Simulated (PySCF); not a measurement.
# PbCl−: from the state search to spectroscopic constants

Aim: find the lowest electronic state of PbCl−, scan its bond at several levels of theory, and get bond length, wavenumber and dissociation energy from each curve.

The runs use PySCF 2.14.0; Pb def2-SVPD with ECP60, Cl def2-SVPD, scalar-relativistic core potentials.

## Step 1: Set-up

The job is set up so:

| Item | Value |
| --- | --- |
| atoms | Pb, Cl |
| charge | -1 |
| basis | Pb def2-SVPD with ECP60, Cl def2-SVPD |
| Hamiltonian | scalar-relativistic core potentials |
| basis functions | 59 |
| electrons treated | 40 |
| masses in u | 207.9766, 34.9689 |
| levels | PBE0, PBE, r²SCAN, r²SCANh, B2PLYP, r²SCAN0, CAM-B3LYP, HF, MP2, SCS-MP2 |
| grid | 80 radial by 434 angular points |
| occupations | held fixed by the projection of orbital angular momentum |
| dissociation limit | Pb + Cl−, each in its ground configuration |
| starting distance in angstrom | 2.465 |
| values of 2S to try | 0, 2 |

On the command line:

```sh
> OMP_NUM_THREADS=1 python dia.py task.json out
```

The runs that follow: First curve: PBE0; Other states along the same grid; PBE; r²SCAN; r²SCANh; B2PLYP (double hybrid); r²SCAN0 (hybrid meta-GGA); CAM-B3LYP; UHF (mean field).

Q: Predict the outcome of this session. Wanted: for each run, Re; ωe; De; μ.

As calculated:

Lowest PBE0 solution found, without spin–orbit coupling: ³Σ⁻ (triplet), unpaired electrons π ↑↑. State 2 has its PBE0 minimum 0.28 eV higher, as a spin-mixed determinant (⟨S²⟩ = 1.01), so this is no gap between pure states. State 3 has its PBE0 minimum 1.00 eV higher. The other levels ran on the lowest alone.

| level | Re (Å) | ωe (cm⁻¹) | De (eV) | μ (D) |
| --- | --- | --- | --- | --- |
| UHF | 2.784 | 185.4 | 1.13 | -5.85 |
| UHF-MP2 | 2.732 | 207.9 | 1.42 | n/a |
| UHF-SCS-MP2 | 2.750 | 201.4 | 1.34 | n/a |
| PBE | 2.721 | 208.3 | 1.57 | -4.65 |
| r²SCAN | 2.702 | 215.5 | 1.62 | -4.66 |
| r²SCANh | 2.697 | 216.8 | 1.60 | -4.72 |
| PBE0 | 2.700 | 215.0 | 1.53 | -4.79 |
| r²SCAN0 | 2.691 | 218.4 | 1.57 | -4.80 |
| CAM-B3LYP | 2.719 | 207.8 | 1.40 | -5.17 |
| B2PLYP | 2.736 | 204.6 | 1.40 | -5.28 |

De is counted to Pb + Cl− in their ground configurations. A positive dipole points from Pb to Cl; in an ion it is taken about the centre of mass and does not tell which atom is negative.

In words: The methods spread over 0.093 Å in bond length, from r²SCAN0 to UHF. Among the levels with a De in the table, it runs from 1.13 eV (UHF) to 1.62 eV (r²SCAN).

Correlated steps freeze 9 core orbitals. These are scalar-relativistic numbers at best; spin–orbit coupling would shift them, the dissociation energy most. B2PLYP dipoles, levels and charges come from its SCF part alone. With some functionals the highest level of the anion is positive, from self-interaction error or because the anion is truly unbound there; the finite basis then holds the extra electron, and no neutral molecule was run to test the binding. With spin–orbit coupling the term label itself may not hold.
